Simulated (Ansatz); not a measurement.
# BrGeH7Si2, SMILES [GeH3][SiH2][SiH2]Br: an atomisation energy

Computed with Ansatz 0.2.0 through its Python package.

Contents of `brgeh7si2.xyz`:
```text
11

Ge   -1.85810    0.15410    0.26970
Si    0.11830   -1.00010   -0.05940
Si    1.81370    0.45160   -0.08300
Br    1.48850    1.94790   -1.73830
H    -1.79230    0.90420    1.62440
H    -3.04410   -0.84370    0.28140
H    -2.04720    1.17790   -0.87850
H     0.06350   -1.70940   -1.34600
H     0.31260   -1.96600    1.03200
H     1.87060    1.15340    1.20780
H     3.07460   -0.26990   -0.31010
```

The cells in order, each with its output:

In [1]:
```python
from collections import Counter

import ansatz
```

In [2]:
```python
def energy_of(molecule, charge=0, unpaired=0):
    calc = molecule.calculation().basis(gaussian="6-31G*").functional("b3lyp")
    if charge:
        calc = calc.charge(charge)
    if unpaired:
        calc = calc.spin("collinear", total=unpaired)
    report = calc.run().report
    if report["published_state_doubts"]:
        print("  doubts:", report["published_state_doubts"])
    return report["free_energy_ev"]
```

In [3]:
```python
molecule = ansatz.Crystal.molecule_from_extxyz("brgeh7si2.xyz")
```

In [4]:
```python
# Hund ground states
unpaired = {"Ge": 2, "Si": 2, "Br": 1, "H": 1}
counts = Counter(site.symbol for site in molecule.cartesian_sites)
atom_energy = {s: energy_of(ansatz.Crystal.molecule().atom(s, (0, 0, 0)), 0, unpaired[s]) for s in counts}
whole = energy_of(molecule, 0, 0)
for s, e in atom_energy.items():
    print(f"{s:2s} x{counts[s]}  {e:14.5f} eV")
print(f"BrGeH7Si2: {whole:.5f} eV")
split = sum(counts[s] * e for s, e in atom_energy.items()) - whole
print(f"atomisation energy (no zero-point term): {23.060548 * split:.1f} kcal/mol, {split / sum(counts.values()):.3f} eV an atom")
```
```text
Ge x1    -56509.65338 eV
Si x2     -7874.20605 eV
Br x1    -70037.74732 eV
H  x7       -13.61312 eV
BrGeH7Si2: -142421.23700 eV
atomisation energy (no zero-point term): 694.9 kcal/mol, 2.739 eV an atom
```

694.9 kcal/mol from the electronic energies, without the zero-point term.

Notes:
- Total energies depend on the basis set; only differences at equal settings carry meaning.
- The geometry is a force-field or estimated start, not a minimum of this method, and the basis set is short of its limit. All parts are taken at fixed geometry, without zero-point energy.
- b3lyp holds the VWN-RPA fit, as in Gaussian; the form of ORCA and Turbomole is b3lyp5.
- The spin-orbit lowering of heavy atoms is left out.
- Timing: 7.2 s on 1 thread of AMD EPYC 9B14 (Zen 4), on a shared host, peak memory 0.39 GiB.
